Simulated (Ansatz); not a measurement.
# TiC2: the cost of one run

Computed with Ansatz 0.2.0 (DFT PBE, scalar-relativistic, plane waves, PAW, unless a step's input says otherwise).

### Step 1. The starting structure

It takes space group I4/mmm (No. 139, tetragonal). The conventional cell has a = 2.857 Å, b = 2.857 Å, c = 7.010 Å, α = 90.00°, β = 90.00°, γ = 90.00°. Ti (site symmetry 4/mmm) has 10 C at 2.33 to 2.35 Å as nearest neighbours. C (site symmetry 4mm) has 5 C at 2.31 to 2.35 Å and 5 Ti at 2.33 to 2.35 Å as nearest neighbours.

Coordinates:

```
CELL_PARAMETERS angstrom
-1.42872 1.42872 3.50483
1.42872 -1.42872 3.50483
1.42872 1.42872 -3.50483
ATOMIC_POSITIONS crystal
Ti 0.00000 0.00000 0.00000
C 0.66500 0.66500 0.00000
C 0.33500 0.33500 0.00000
```

(A quick probe on a coarse mesh, which set the mesh and smearing, is not shown.)

### Step 3. A loose first relaxation

The input, input.yaml:

```yaml
crystal:
  lattice:
    - [-1.4287196934, 1.4287196934, 3.5048279978]
    - [1.4287196934, -1.4287196934, 3.5048279978]
    - [1.4287196934, 1.4287196934, -3.5048279978]
  atoms:
    - { symbol: Ti, position: [0.0, 0.0, 0.0] }
    - { symbol: C, position: [0.665, 0.665, 0.0] }
    - { symbol: C, position: [0.335, 0.335, 0.0] }
basis:
  ecutwfc: 420
kpoints:
  mp_grid: { grid: [8, 8, 8] }
hamiltonian:
  xc: pbe
scf:
  occupations: { method: gaussian, width: 0.1 }
  lower_state_search: "off"
output:
  forces: true
  stress: true
  eigenvalues: true
relax:
  adjacent_minimum: "off"
  f_tol: 0.04
  max_steps: 70
  cell: { stress_tol: 0.4 }
```

Run with:

```bash
> ansatz run input.yaml --threads 1 --pin off --max-ram 2560MiB --backend cpu --events-out ev --progress --plain --runs-dir out
```

What time and memory should one allow on 1 thread of Intel Xeon 6975P-C (Granite Rapids), shared host?

About 11 s, with a peak of 0.38 GiB.
